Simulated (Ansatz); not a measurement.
# Rb3Zn: the cost of one run

Computed with Ansatz 0.2.0 through its Python package. Level of theory: DFT with a functional composed in the script, plane waves, PAW.

## Step 1: The system

The structure is tetragonal, space group I4/mmm (No. 139). The conventional cell has a = 6.279 Å, b = 6.279 Å, c = 12.635 Å, α = 90.00°, β = 90.00°, γ = 90.00°. Rb (site symmetry -4m2) has 8 Rb at 4.44 to 4.45 Å and 4 Zn at 4.45 Å as nearest neighbours. Rb (site symmetry 4/mmm) is surrounded by 4 Zn at 4.44 Å and 8 Rb at 4.45 Å. Zn (site symmetry 4/mmm) is surrounded by 12 Rb at 4.44 to 4.45 Å.

The script holds or builds the structure itself.

## Step 2: The code

run_ecut.py

```python
# -*- coding: utf-8 -*-
'''Convergence of Rb3Zn with the plane-wave cutoff.'''

import warnings

import ansatz as az

warnings.simplefilter('ignore', az.DeckWarning)

cell = (
    az.Lattice.from_parameters(7.721822, 7.721822, 7.721822, alpha=132.01722, beta=132.01722, gamma=70.20184)
    .atom('Rb', (0.75, 0.25, 0.5))
    .atom('Rb', (0.25, 0.75, 0.5))
    .atom('Rb', (0.5, 0.5, 0.0))
    .atom('Zn', (0.0, 0.0, 0.0))
)

job = cell.calculation()
job = job.occupations('fermi_dirac')
job = job.kpoints(4, center='monkhorst-pack').functional(exchange='revpbe', correlation='lda')
job = job.scf(tolerance=1e-05, max_iterations=200, lower_state_search='light')

rows = []
for value in [250, 350, 450, 550, 650, 750]:
    r = job.basis(value).run(threads=1).report
    rows.append((value, r['free_energy_ev'] / len(r['lattice']['sites']), r['n_iterations'], r['n_pw']))

print(' cutoff (eV)   F/atom (eV)    iterations   plane waves')
for row in rows:
    print(f'{str(row[0]):>12s}  {row[1]:12.5f}  {row[2]:12d}  {row[3]:12d}')

# the last row is the reference
for row in rows[:-1]:
    shift = 1000 * (row[1] - rows[-1][1])
    print(f'{row[0]}: {shift:+.2f} meV/atom' + ('  (within 5 meV)' if abs(shift) < 5 else ''))
```

## Step 3: The input behind the calls

The engine receives this input (first run):

```yaml
crystal:
  lattice:
    a: 7.721822
    b: 7.721822
    c: 7.721822
    alpha: 132.01722
    beta: 132.01722
    gamma: 70.20184
  atoms:
    - { symbol: Rb, position: [0.75, 0.25, 0.5] }
    - { symbol: Rb, position: [0.25, 0.75, 0.5] }
    - { symbol: Rb, position: [0.5, 0.5, 0.0] }
    - { symbol: Zn, position: [0.0, 0.0, 0.0] }
basis:
  ecutwfc: 250.0
kpoints:
  mp_grid:
    grid: [4, 4, 4]
    shift: [0.5, 0.5, 0.5]
hamiltonian:
  xc:
    exchange: revpbe
    correlation: lda
scf:
  max_iter: 200
  convergence:
    dr2_threshold: 1.0e-05
  lower_state_search: light
  occupations:
    method: fermi_dirac
```

## Step 4: Running it

Run with:

```console
$ python run_ecut.py
```

**Question.** How long does this script take on 1 thread of Arm Neoverse V2, shared host, and how much memory does it need?

About 25 s, with a peak of 0.72 GiB.
